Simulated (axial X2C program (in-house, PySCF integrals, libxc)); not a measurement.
# A two-component session on AsB⁺: EOM-IP-CCSD levels

Wanted for AsB⁺: EOM-IP-CCSD levels, at the two-component level.

The runs use an in-house X2C program for linear molecules on PySCF integrals; two-component X2C with atomic mean-field terms, As dyall-cv3z, B dyall-v3z.

All values are calculated.

## 1. Set-up

task.json

```json
{"zs": [33, 5], "q": 1, "bas": ["dyall-cv3z", "dyall-v3z"], "r0": 2.06, "eom": "ip", "rq": 0, "thr": -2.0, "nmax": 95, "grid": [1, 0.96, 1.045, 0.92, 1.09, 1.15]}
```

Keys: zs atomic numbers; q charge; bas basis sets; r0 starting distance in Å; eom kind of EOM run; thr threshold in hartree for freezing inner shells (an s shell follows its p shell); nmax most natural virtual spinors; grid distances as factors.

Run with:

```sh
python soeom.py task.json out
```

Further steps of the session: EOM-IP-CCSD at 1.844 Å.

Q: Predict the outcome of this session. Wanted: next root led by one particle; T1 of the reference.

As calculated:

```
                     quantity                           value
       lowest root at 1.844 Å               Ω = 3/2, 9.487 eV
next root led by one particle  Ω = 1/2, about 920 cm⁻¹ higher
          T1 of the reference                           0.119
```

What this shows: Removing an electron from the reference determinant of AsB costs 9.49 eV and empties a spinor of 68% As pπ, 27% B pπ. The closed-shell reference lies 0.74 eV above the lowest determinant found, so these energies count from an excited configuration. Errors of 0.1 to 0.3 eV are usual at this size, and roots led by higher excitations are left out, so the list is incomplete, and low states of that kind can be missing. T1 or the largest double amplitude of the reference is raised, which lowers the reliability.
